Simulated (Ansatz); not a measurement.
Runs of Ansatz 0.2.0 on NiMoIrPdW. The structure is trigonal, space group P3m1 (No. 156). The conventional cell has a = 2.761 Å, b = 2.761 Å, c = 11.341 Å, α = 90.00°, β = 90.00°, γ = 120.00°. Ni (site symmetry 3m) is surrounded by 3 W at 2.59 Å and 3 Pd at 2.68 Å and 6 Ni at 2.76 Å. Around Mo (site symmetry 3m) lie 3 Ir at 2.66 Å and 1 W at 2.66 Å and 6 Mo at 2.76 Å. Pd (site symmetry 3m) has 3 Ni at 2.68 Å and 6 Pd at 2.76 Å and 3 Ir at 2.84 Å as nearest neighbours. Around Ir (site symmetry 3m) lie 3 Mo at 2.66 Å and 6 Ir at 2.76 Å and 3 Pd at 2.84 Å. W (site symmetry 3m) has 3 Ni at 2.59 Å and 1 Mo at 2.66 Å and 6 W at 2.76 Å as nearest neighbours. The cell was built by a generator and needn't be a form met in nature.

| task | level | potentials or basis | k mesh | cutoff (eV) | points for each segment of the path | mesh quality | gap on the mesh (eV) | pressure (GPa) | moment (μB) | largest force (eV/Å) |
| --- | --- | --- | --- | --- | --- | --- | --- | --- | --- | --- |
| single point | PBE | PseudoDojo standard (PBE files) | 11 × 11 × 3 | 1333 | - | not flagged | none | -0.2 | 0.00 | 0.28 |
| band structure | r2SCAN | Ansatz PAW | 11 × 11 × 3 | 500 | 14 | not flagged | none | -4.7 | (b) | 0.30 |
| phonons | PBE | Ansatz PAW | 7 × 7 × 2 | 420 | - | coarse | none | - | 0.00 | - |
| band structure | LDA | Ansatz PAW | 11 × 11 × 3 | 420 | 14 | not flagged | none | (c) | 0.00 | 0.21 |
| single point | HSE03 | Ansatz PAW | 5 × 5 × 1 | 420 | - | coarse | none | - | 0.00 | (a) |

Alike in all rows: spin collinear, ferromagnetic start; cell as given; smearing fermi-dirac 0.05 eV.

Q: Estimate the missing entries.

A: (a) 0.32; (b) 0.62; (c) -14.3.

Caveats: some runs use coarse meshes; the PAW data sets come from PBE, with cores solved anew for the run's functional, which leaves a small shift of forces and pressure (some runs); the magnetic or orbital state may not be the lowest (some runs); some modes are imaginary (some runs).

A k mesh can miss the band edges, and the runs leave out spin-orbit coupling on Ir, Mo, Pd, W.

A gap of «none» marks a metal or a gap under the smearing width.

Not every run made on this cell is shown here.
